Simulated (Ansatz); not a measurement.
Consider relaxations under a series of pressures of Cu₃Pt, space group Pm-3m (Ansatz 0.2.0, Python API).

The script, `run_compress.py`:
```python
from dataclasses import dataclass

import ansatz as az
from ase import Atoms
import numpy as np


@dataclass
class Options:
    functional: str = "lda"
    kgrid: tuple[int, ...] = (6, 6, 6)
    occupations: str = "fermi_dirac"
    width_ev: float = 0.1


cfg = Options()

def edges_and_angles(cell):
    cell = np.asarray(cell)
    a, b, c = np.linalg.norm(cell, axis=1)
    cosines = cell[1] @ cell[2] / (b * c), cell[0] @ cell[2] / (a * c), cell[0] @ cell[1] / (a * b)
    return (a, b, c, *np.degrees(np.arccos(cosines)))

atoms = Atoms(
    ["Cu", "Cu", "Cu", "Pt"],
    scaled_positions=[
        (0.0, 0.5, 0.5),
        (0.5, 0.0, 0.5),
        (0.5, 0.5, 0.0),
        (0.0, 0.0, 0.0),
    ],
    cell=[
        (3.71, 0.0, 0.0),
        (0.0, 3.71, 0.0),
        (0.0, 0.0, 3.71),
    ],
    pbc=True,
)
cu3pt = az.Crystal.from_ase(atoms)

job = (
    cu3pt.calculation()
    .functional(cfg.functional)
    .pseudopotentials("paw")
    .kpoints(*cfg.kgrid, center="gamma")
    .occupations(cfg.occupations, width=cfg.width_ev)
)

rows = []
for pressure in [0, 10, 20, 30, 40]:
    done = job.relax(cell=True, pressure=pressure, force_tolerance=0.005).run(threads=1, pin="off")
    cell = done.lattice.cell_ang
    n_atoms = len(done.lattice.sites)
    volume = abs(np.linalg.det(cell)) / n_atoms
    enthalpy = done.report["free_energy_ev"] / n_atoms + pressure * volume / 160.21766
    rows.append((pressure, volume, enthalpy, *edges_and_angles(cell)))
    print(f"{pressure} GPa done: {volume:.4f} A^3/atom")

print(" P (GPa)  V (A^3/atom)  H (eV/atom)     a       b       c")
for row in rows:
    print("{:8.1f} {:12.4f} {:14.5f} {:7.4f} {:7.4f} {:7.4f}".format(*row[:6]))
p, v = np.array([row[0] for row in rows], float), np.array([row[1] for row in rows])
print("mean bulk modulus between rows (GPa):", np.round(-np.diff(p) / np.diff(np.log(v)), 1))
```

How far does the cell shrink over this series of pressures, and what bulk modulus does the first step imply?

The volume falls from 11.94 Å³ an atom at 0 GPa to 10.47 at 40 GPa, by 12.3 %. Between 0 and 10 GPa, -V dP/dV is about 244 GPa, a mean over that step.

The run itself:

```console
$ python run_compress.py
DeckWarning: basis.ecutwfc = 420 eV, auto-derived from the records' recommended cutoffs: set by Cu (normal level)
0 GPa done: 11.9369 A^3/atom
10 GPa done: 11.4577 A^3/atom
20 GPa done: 11.0730 A^3/atom
30 GPa done: 10.7509 A^3/atom
40 GPa done: 10.4746 A^3/atom
 P (GPa)  V (A^3/atom)  H (eV/atom)     a       b       c
     0.0      11.9369    -7978.17619  3.6279  3.6279  3.6279
    10.0      11.4577    -7977.44666  3.5787  3.5787  3.5787
    20.0      11.0730    -7976.74389  3.5381  3.5381  3.5381
    30.0      10.7509    -7976.06305  3.5035  3.5035  3.5035
    40.0      10.4746    -7975.40084  3.4732  3.4732  3.4732
mean bulk modulus between rows (GPa): [244.1 292.8 338.8 384. ]
```
(Warnings from the package without file and line.)

What to keep in mind:
- Absolute energies stand on the zero of these potentials, so only differences at equal settings mean something.
- The run is spin-unpolarised.
- At a fixed pressure a relaxation lowers the enthalpy F + PV, while F alone can rise.
- For a metal this k-point mesh is coarse: on a finer one energies can move by several to tens of meV an atom and pressures by half a GPa or more, differences at one mesh by less.
- Spin-orbit coupling, which matters for elements this heavy, is left out.
- The structure is a deposited one; some such entries were measured under pressure or heat, so a shift against it needn't be the functional's error alone.
- Symmetry holds the cell in this phase, whether or not it is the stable one at each pressure.
- Wall time of the script: 75 s on 1 thread of Arm Neoverse V1 (shared host), peak memory 0.43 GiB.
